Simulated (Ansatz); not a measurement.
# ZnCdO: one candidate of a structure search, part 2 of 2

The task: take a trial cell of ZnCdO to zero force and stress.

Ansatz 0.2.0; DFT PBE, scalar-relativistic, plane waves, PAW. The steps go on from the part before.

## Step 5: Spin check on a coarse mesh

File input.yaml:

```yaml
crystal:
  lattice:
    - [3.704550912, 0.0, 0.0]
    - [-1.852275456, 3.2082351994, 0.0]
    - [0.0, 0.0, 5.0247795964]
  atoms:
    - { symbol: Zn, position: [0.0, 0.0, 0.0] }
    - { symbol: Cd, position: [0.3333333333, 0.6666666667, 0.5] }
    - { symbol: O, position: [0.6666666667, 0.3333333333, 0.5], spin: 1.0 }
basis:
  ecutwfc: 420
kpoints:
  mp_grid: { grid: [6, 6, 4] }
hamiltonian:
  xc: pbe
scf:
  occupations: { method: gaussian, width: 0.1 }
  lower_state_search: "off"
output:
  forces: true
  stress: true
  eigenvalues: true
  populations: true
magnetization:
  spin_polarized: true
```

On the command line:

```sh
ansatz run input.yaml --threads 1 --pin off --max-ram 2560MiB --backend cpu --events-out ev --progress --plain --runs-dir out
```

Log (excerpt; [...] marks lines left out):

```text
[...]
SCF converged after 16 iterations
Magnetization: -0.0000 μB (19.0000 up, 19.0000 down)
Absolute magnetization: 0.0000 μB (∫|ρ↑−ρ↓|, with the PAW one-centre terms)
Spin contamination: 0.0000 ħ² per cell (⟨S²⟩ above its minimum at these occupations)
[...]
        0.078193      -0.000000       0.000000
       -0.000000       0.078193       0.000000
        0.000000       0.000000       0.221153
  P = ⅓ Tr σ = 0.1258 GPa (1.258 kbar)
--- Band table (eV; the first three rows and the last of 42) ---
[... band rows left out ...]
[...]
--- Löwdin populations: 3 sites ---
  site symbol       q [e]    m [muB]
     0     Zn     11.7677    -0.0000
     1     Cd     18.7222     0.0000
     2      O      7.1718    -0.0000
  spilling = 0.008902 (of n_electrons = 38.000000)
```

It took 13 s on 1 thread of Intel Xeon at 2.70GHz, shared host; peak memory 0.39 GiB.

By site:

| atom | Löwdin electrons |
| --- | --- |
| Zn1 | 11.77 |
| Cd2 | 18.72 |
| O3 | 7.17 |

The Löwdin counts miss 0.34 of the 38 electrons, which the atomic orbitals do not span, so they are no charges.

The same cell is solved with trial moments on O. The largest site moment that stays is 0.00 μB and the cell's total 0.00 μB. The workflow keeps spin only above 0.25 μB on a site, so the next run goes without spin.

## Step 6: Relaxation on the finer mesh

The end of the coarse run is made exact in the group found at a tolerance of 0.06 Å and reduced to its primitive cell.

File input.yaml:

```yaml
crystal:
  lattice:
    - [3.704550912, 0.0, 0.0]
    - [-1.852275456, 3.2082351994, 0.0]
    - [0.0, 0.0, 5.0247795964]
  atoms:
    - { symbol: Zn, position: [0.0, 0.0, 0.0] }
    - { symbol: Cd, position: [0.3333333333, 0.6666666667, 0.5] }
    - { symbol: O, position: [0.6666666667, 0.3333333333, 0.5] }
basis:
  ecutwfc: 420
kpoints:
  mp_grid: { grid: [12, 12, 10] }
hamiltonian:
  xc: pbe
scf:
  occupations: { method: gaussian, width: 0.1 }
output:
  forces: true
  stress: true
  eigenvalues: true
  write_density: true
  write_potential: true
  elf: true
  volumetric_format: npy
relax:
  adjacent_minimum: "off"
  f_tol: 0.01
  max_steps: 80
  cell: { stress_tol: 0.05 }
```

On the command line:

```sh
ansatz run input.yaml --threads 1 --pin off --max-ram 2560MiB --backend cpu --events-out ev --progress --plain --runs-dir out
```

Log (excerpt; [...] marks lines left out):

```text
Warning: RAYON_NUM_THREADS=1 ignored (pool sized by the plan → 1); use --threads N
[...]
[... 5 set-up lines as earlier in the session ...]
[...]
Crystal: 3 atoms, lattice volume = 59.720 Å³
[...]
  cell:  # Å, volume = 60.0959 Å³
    - [3.7056767860096405, 1.9469965513557893e-33, 0.0]
    - [-1.8528383930048202, 3.20921023489862, 0.0]
    - [0.0, 0.0, 5.05334723435595]
  atoms:
    - { symbol: Zn, position: [4.2644133327300975e-34, 2.0543881119915704e-33, 0.0] }
    - { symbol: Cd, position: [0.3333333333333333, 0.6666666666666666, 0.5000000000000001] }
    - { symbol: O, position: [0.6666666666666666, 0.3333333333333333, 0.5000000000000001] }
```

It took 2.2 min on 1 thread of Intel Xeon at 2.70GHz, shared host; peak memory 0.5 GiB.

Step by step:

```csv
step,E - E(step 1) (eV/cell),largest force component (eV/Å),pressure (GPa),volume (Å³)
1,0.0000,0.0000,0.13,59.72
2,0.0001,0.0000,0.04,59.85
3,0.0003,0.0000,-0.02,60.01
4,0.0005,0.0000,-0.03,60.10
5,-0.0002,0.0000,-0.01,60.10
```

Step 1 is the start. Step 5 repeats the geometry before it on a plane-wave basis chosen anew for that cell, so its energy need not be comparable with the rows above.

|  | before | after | change |
| --- | --- | --- | --- |
| a (Å) | 3.705 | 3.706 | 0.0 % |
| b (Å) | 3.705 | 3.706 | 0.0 % |
| c (Å) | 5.025 | 5.053 | +0.6 % |
| volume (Å³/atom) | 19.91 | 20.03 | +0.6 % |
| shortest distance (Å) | 2.139 | 2.139 | 0.0 % |
| space group (0.01 Å) | P-6m2 | P-6m2 | same |

The run keeps the 12 symmetry operations of the start, so it could not have lowered the symmetry.

Density in a lattice plane of the grid's cell (edges 3.71 and 3.71 Å, at 0.500 of the third edge), which holds Cd and O.

Ten even steps from ' ' (0.04 e/Å³) to '@' (24.40 e/Å³):
```
                                                
                      ..                        
              ....::::::....                    
            ..::--======::..                    
          ..--++######++--..                    
        ..--++%%@@@@##++::..                    
      ..::==##@@@@%%**--::                      
      ..--++##%%%%**==::..                      
      ..::==++++==--::..                        
      ..::::----::..                ..          
        ........              ..........        
                            ....::::::....      
                          ....::::::::..        
                          ..::::::::....        
                        ....::::::....          
                          ........              
                                                
                                                
                                                
                                                
```
Columns run along the first of these edges and rows up along the second, over one cell in 24 and 20 even steps from the bottom left corner. Atoms in the plane (fractional): Cd at (0.33, 0.67), O at (0.67, 0.33).

ELF in the same plane.

Values, 12 rows by 12 columns:
```
0.03 0.07 0.12 0.18 0.25 0.30 0.30 0.24 0.17 0.12 0.06 0.03
0.07 0.12 0.22 0.37 0.50 0.56 0.49 0.37 0.21 0.12 0.07 0.06
0.11 0.18 0.37 0.56 0.76 0.76 0.56 0.37 0.17 0.12 0.13 0.13
0.13 0.25 0.50 0.76 0.90 0.76 0.49 0.24 0.16 0.30 0.39 0.29
0.13 0.30 0.56 0.76 0.76 0.56 0.30 0.14 0.47 0.69 0.69 0.46
0.13 0.30 0.49 0.56 0.49 0.30 0.21 0.56 0.77 0.78 0.79 0.57
0.12 0.24 0.37 0.37 0.24 0.14 0.56 0.80 0.62 0.63 0.80 0.57
0.13 0.17 0.21 0.17 0.16 0.47 0.77 0.62 0.34 0.61 0.79 0.48
0.11 0.12 0.12 0.12 0.30 0.69 0.78 0.63 0.61 0.77 0.68 0.31
0.07 0.06 0.07 0.13 0.39 0.69 0.79 0.80 0.79 0.68 0.39 0.14
0.03 0.03 0.06 0.13 0.29 0.46 0.57 0.57 0.48 0.31 0.14 0.06
0.02 0.03 0.07 0.11 0.13 0.13 0.13 0.12 0.13 0.11 0.07 0.03
```
Columns run along the first of these edges and rows up along the second, over one cell in 12 and 12 even steps from the bottom left corner. Atoms in the plane (fractional): Cd at (0.33, 0.67), O at (0.67, 0.33).

Both are smooth fields of the valence electrons: close to the nuclei they are not physical.

Maxima of ELF outside the ion cores: 0.85 in the shell around O, 0.6 Å from O.

## Step 7: Variant: occupations.method methfessel_paxton, occupations.width 0.3, accuracy medium

File input.yaml:

```yaml
crystal:
  lattice:
    - [3.705676786, 0.0, 0.0]
    - [-1.852838393, 3.2092102349, 0.0]
    - [0.0, 0.0, 5.0533472344]
  atoms:
    - { symbol: Zn, position: [0.0, 0.0, 0.0] }
    - { symbol: Cd, position: [0.3333333333, 0.6666666667, 0.5] }
    - { symbol: O, position: [0.6666666667, 0.3333333333, 0.5] }
basis:
  ecutwfc: 420
kpoints:
  mp_grid: { grid: [12, 12, 10] }
hamiltonian:
  xc: pbe
scf:
  occupations: { method: methfessel_paxton, width: 0.3 }
output:
  forces: true
  eigenvalues: true
  stress: true
accuracy: medium
```

On the command line:

```sh
ansatz run input.yaml --threads 1 --pin off --max-ram 2560MiB --backend cpu --events-out ev --progress --plain --runs-dir out
```

Log (excerpt; [...] marks lines left out):

```text
Warning: RAYON_NUM_THREADS=1 ignored (pool sized by the plan → 1); use --threads N
[...]
[... 5 set-up lines as earlier in the session ...]
[...]
Crystal: 3 atoms, lattice volume = 60.096 Å³
[...]
Fermi energy:    6.935621 eV
[...]
--- Forces (eV/Å), atoms counted from 1 ---
  atom   1  Zn     0.00000000     0.00000000     0.00000000
  atom   2  Cd    -0.00000000    -0.00000000     0.00000000
  atom   3  O      0.00000000     0.00000000     0.00000000
[...]
--- Stress (GPa, compression-positive) ---
       -0.058405      -0.000000       0.000000
       -0.000000      -0.058405       0.000000
        0.000000       0.000000       0.011080
  P = ⅓ Tr σ = -0.0352 GPa (-0.352 kbar)
--- Band table (eV; the first three rows and the last of 114) ---
[... band rows left out ...]
[...]
```

It took 13 s on 1 thread of Intel Xeon at 2.70GHz, shared host; peak memory 0.46 GiB.

| run | ending | energy change | pressure (GPa) | gap (eV) | force (eV/Å) | cycles | time |
| --- | --- | --- | --- | --- | --- | --- | --- |
| step 6 | converged | 0 | 0.0 | 0.00 | 0.00 | - | 2.2 min |
| variant | converged | 0.0 meV/atom (σ→0) | 0.0 | 0.00 | 0.00 | 8 | 13 s |

Changing the smearing hardly moves the energy: 0.0 meV/atom.

## Step 8: Results

This closing draws on all 2 parts. Changes of volume or cell count from the first structure of part 1.

```
                                                              quantity                                                                       value
                                symmetry at the end (tolerance 0.05 Å)                                                 space group P-6m2 (No. 187)
                                                     conventional cell  a = 3.706 Å, b = 3.706 Å, c = 5.053 Å, α = 90.00°, β = 90.00°, γ = 120.00°
                                                                volume                                                               20.03 Å³/atom
energy over the elements (uncorrected; H, N, O, F and Cl as molecules)                                                               -0.26 eV/atom
                                                       gap on the mesh                                                                none (metal)
```

In words: The space group P-6m2 (No. 187) is kept, and the volume per atom grows by 3.1 % from the first guess. It lies below the elements, which doesn't yet make it stable: competing phases were not computed in this session. No finished test with a distortion of lower symmetry is shown, so the end may be a saddle point. A spin-polarised run here lost its starting moments, which speaks against magnetism, though one start doesn't rule it out. Other magnetic orders were not searched.
